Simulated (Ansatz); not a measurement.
# CCSD(T)/cc-pVDZ run of GeSiH6 (SMILES [SiH3][GeH3])

Aim: the energy change on altering one bond length of GeSiH6 at CCSD(T)/cc-pVDZ, from 2 runs. 

Program for the calculation: Ansatz 0.2.0.

48 further runs of the same task are left out: 7 that didn't finish, 41 set aside as unsound or not needed. Runs told in other sessions of the task aren't counted.

## Step 1: The structure to begin with

GeSiH6 has 8 atoms, charge 0, and is taken as a singlet. As SMILES, `[SiH3][GeH3]`. Geometry: relaxed at PBE0-D4/def2-TZVP.

Bond lengths: Si1–Ge2 2.378 Å, Si1–H3 1.487 Å, Si1–H4 1.487 Å, Si1–H5 1.487 Å, Ge2–H6 1.538 Å, Ge2–H7 1.538 Å, Ge2–H8 1.538 Å. Some angles: Si1–Ge2–H6 110.6°, Si1–Ge2–H7 110.6°, Si1–Ge2–H8 110.6°, Ge2–Si1–H3 110.1°, Ge2–Si1–H4 110.1°, Ge2–Si1–H5 110.1°, H6–Ge2–H7 108.3°, H6–Ge2–H8 108.3°, H7–Ge2–H8 108.3°, H3–Si1–H4 108.8°.

## Step 2: A single-point energy at CCSD(T)/cc-pVDZ

File input.yaml:

```yaml
crystal:
  periodic: [false, false, false]
  atoms:
    - symbol: Si
      position_ang: [-0.516700, 0.386500, -1.010200]
    - symbol: Ge
      position_ang: [0.529700, -0.393800, 0.977400]
    - symbol: H
      position_ang: [-1.894900, 0.857200, -0.710900]
    - symbol: H
      position_ang: [-0.590800, -0.708400, -2.013300]
    - symbol: H
      position_ang: [0.260800, 1.514500, -1.587400]
    - symbol: H
      position_ang: [0.619100, 0.733600, 2.019400]
    - symbol: H
      position_ang: [1.954300, -0.890500, 0.679100]
    - symbol: H
      position_ang: [-0.269300, -1.556200, 1.590100]
basis:
  gaussian: {orbitals: cc-pVDZ}
correlation: {method: ccsd_t, frozen_orbitals: {Ge: 9, H: 0, Si: 5}}
accuracy: high
scf: {omitted_lower_state_checks: [cluster_reference, increment]}
```

Launch:

```console
$ ansatz run input.yaml --threads 1 --pin off --max-ram 3480MiB --events-out events.jsonl --progress --plain --runs-dir runs
```

The program printed, cut to the lines that bear on the results:

```text
Warning: RAYON_NUM_THREADS=1 ignored (pool sized by the plan → 1); use --threads N
Functional definition: HF
  name "HF"
[...]
1748 factors; integrals over basis functions are off by at most 4.7e-9 eV
[...]
mean field -64429.60610933 eV, -2367.7443525622 hartree, gradient 3.1e-8 eV, S^2 0.000000; 0 other end points of the search recorded, 0 dependent functions left out
14 core orbitals not correlated: weight in the atoms' cores, before any rotation towards them, 1.000 or more for the frozen orbitals, at most 0.000 for the correlated occupied ones
reference -64429.60610933 eV, -2367.7443525622 hartree; 12, 12 occupied and 49, 49 virtual orbitals, 1748 factors
second order -6.30036926 eV of doubles, -0.00000000 eV of singles
cycle   1  -7.27040964 eV  change   -9.7e-1 eV  update   7.6e-2
[...]
cycle  18  -7.65259565 eV  change  -3.4e-10 eV  update   1.6e-9
perturbative correction -0.19196054 eV, -0.0070544198 hartree
Total energy: -64437.45066552 eV, -2368.0326346852 hartree
Checks for a lower state left out: cluster_reference, increment
```

Wall time 9 s (1 thread of Arm Neoverse V1, shared host); peak memory 0.31 GiB.

## Step 3: The distorted shape, same level

File job.yaml:

```yaml
basis:
  gaussian:
    orbitals: cc-pVDZ
crystal:
  periodic: [false, false, false]
  atoms:
    - symbol: Si
      position_ang: [-0.905431, -0.177473, -0.721614]
    - symbol: Ge
      position_ang: [0.140969, -0.957773, 1.265986]
    - symbol: H
      position_ang: [-2.283631, 0.293227, -0.422314]
    - symbol: H
      position_ang: [-0.979531, -1.272373, -1.724714]
    - symbol: H
      position_ang: [0.260800, 1.514500, -1.587400]
    - symbol: H
      position_ang: [0.230369, 0.169627, 2.307986]
    - symbol: H
      position_ang: [1.565569, -1.454473, 0.967686]
    - symbol: H
      position_ang: [-0.658031, -2.120173, 1.878686]
correlation:
  method: ccsd_t
  frozen_orbitals: {Ge: 9, H: 0, Si: 5}
accuracy: high
scf:
  omitted_lower_state_checks: [cluster_reference, increment]
```

Launch:

```console
$ ansatz run job.yaml --threads 1 --pin off --max-ram 3480MiB --events-out events.jsonl --progress --plain --runs-dir runs
```

The program printed, cut to the lines that bear on the results:

```text
Warning: RAYON_NUM_THREADS=1 ignored (pool sized by the plan → 1); use --threads N
[... 2 set-up lines as earlier in the session ...]
[...]
1726 factors; integrals over basis functions are off by at most 4.5e-9 eV
[...]
mean field -64427.44119649 eV, -2367.6647934828 hartree, gradient 2.5e-8 eV, S^2 0.000000; 0 other end points of the search recorded, 0 dependent functions left out; unrestricted orbitals would lower it
14 core orbitals not correlated: weight in the atoms' cores, before any rotation towards them, 1.000 or more for the frozen orbitals, at most 0.000 for the correlated occupied ones
reference -64427.44119649 eV, -2367.6647934828 hartree; 12, 12 occupied and 49, 49 virtual orbitals, 1726 factors
second order -6.39850565 eV of doubles, -0.00000000 eV of singles
cycle   1  -7.40307063 eV  change    -1.0e0 eV  update   9.1e-2
[...]
cycle  23  -7.89552486 eV  change   -1.8e-9 eV  update  7.0e-10
perturbative correction -0.23112802 eV, -0.0084937981 hartree
Total energy: -64435.56784937 eV, -2367.9634424679 hartree
Checks for a lower state left out: cluster_reference, increment
```

Wall time 10 s (1 thread of Arm Neoverse V1, shared host); peak memory 0.31 GiB.

## Step 4: Results

Level: CCSD(T)/cc-pVDZ, 14 core orbitals frozen.

```
                                                          quantity           value
                                         first shape: total energy  -2368.03263 Eh
         first shape: correlation energy (14 core orbitals frozen)      -288.3 mEh
                                       first shape: (T) correction       -7.05 mEh
                                        first shape: T1 diagnostic           0.009
                                     distorted shape: total energy  -2367.96344 Eh
     distorted shape: correlation energy (14 core orbitals frozen)      -298.6 mEh
                                   distorted shape: (T) correction       -8.49 mEh
                                    distorted shape: T1 diagnostic           0.013
energy change with the Si1–H5 bond stretched from 1.487 to 2.230 Å        1.883 eV
```

What this shows: One bond (distorted shape) is far stretched, which a spin-restricted single reference describes badly; perturbation theory on it can break down and give far too much correlation. With the Si1–H5 bond stretched from 1.487 to 2.230 Å the energy rises by 1.88 eV (43 kcal/mol). The first shape isn't relaxed at this level, so the change isn't measured from a minimum. A restricted reference can't describe the breaking bond well at this length. The triples (first shape) make up 2.4 % of the correlation energy. The restricted solution (distorted shape) is unstable to spin breaking: an unrestricted one lies lower. The triples (distorted shape) make up 2.8 % of the correlation energy.
